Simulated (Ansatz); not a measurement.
# CH4GeO2: small, medium and large basis sets

An exercise on one series of results from a longer session: the logs are not shown, and one member is left open.

The runs use Ansatz 0.2.0, Gaussian basis; one geometry, several basis sets.

The runs, in order: PBE0-D4/def2-SVP; ωB97M-V/def2-SVP; PBE0-D4/def2-QZVPP; ωB97M-V/def2-QZVPP; the functionals' def2-TZVPP values are taken from earlier runs.

### The geometry

All runs share one geometry, relaxed beforehand with PBE0-D4 in a triple-zeta def2 set.

SMILES `C[O][Ge][OH]`, 8 atoms, charge 0, spin multiplicity 1.

Atoms are counted from 1 here; the program's logs count them from 0.

Bond lengths: C1–O2 1.404 Å, C1–H5 1.093 Å, C1–H6 1.098 Å, C1–H7 1.098 Å, O2–Ge3 1.790 Å, Ge3–O4 1.789 Å, O4–H8 0.962 Å. Angles: O2–C1–H5 108.7°, O2–C1–H6 112.0°, O2–C1–H7 112.1°, H5–C1–H6 107.7°, H5–C1–H7 107.7°, H6–C1–H7 108.5°, C1–O2–Ge3 127.0°, O2–Ge3–O4 101.6°, Ge3–O4–H8 117.3°.

The first run:

The input, in.yaml:

```yaml
crystal:
  periodic: [false, false, false]
  atoms:
    - {symbol: C, position_ang: [0.049146, 0.633158, -0.773665]}
    - {symbol: O, position_ang: [1.140652, -0.154748, -0.375242]}
    - {symbol: Ge, position_ang: [1.187451, -1.328546, 0.975499]}
    - {symbol: O, position_ang: [-0.475942, -1.200881, 1.622545]}
    - {symbol: H, position_ang: [0.351827, 1.244460, -1.627247]}
    - {symbol: H, position_ang: [-0.806986, 0.022210, -1.087566]}
    - {symbol: H, position_ang: [-0.281305, 1.312374, 0.022728]}
    - {symbol: H, position_ang: [-1.072641, -0.585027, 1.187149]}
basis:
  gaussian: {orbitals: def2-SVP}
hamiltonian: {xc: pbe0, dispersion: d4}
output: {orbitals: {seedname: orbitals}}
```

Launch:

```sh
ansatz run in.yaml --threads 2 --pin off --events-out ev --progress --plain --max-ram 32768MiB --backend cpu
```

Among the steps run: PBE0-D4 in def2-SVP; ωB97M-V in def2-SVP; PBE0-D4 in def2-QZVPP; ωB97M-V in def2-QZVPP.

One of the session's tables, all rows but one given; the rest of the session is left out.

It belongs to the step «Functionals by basis». 

```
functional       basis  HOMO (eV)
   PBE0-D4    def2-SVP          ?
   PBE0-D4  def2-TZVPP      -7.81
   PBE0-D4  def2-QZVPP      -7.87
   ωB97M-V    def2-SVP      -9.94
   ωB97M-V  def2-TZVPP     -10.06
   ωB97M-V  def2-QZVPP     -10.12
```

**Question.** Estimate the row for PBE0-D4, def2-SVP.

The run gave: HOMO (eV): -7.72. In the column «HOMO (eV)» it is the highest.
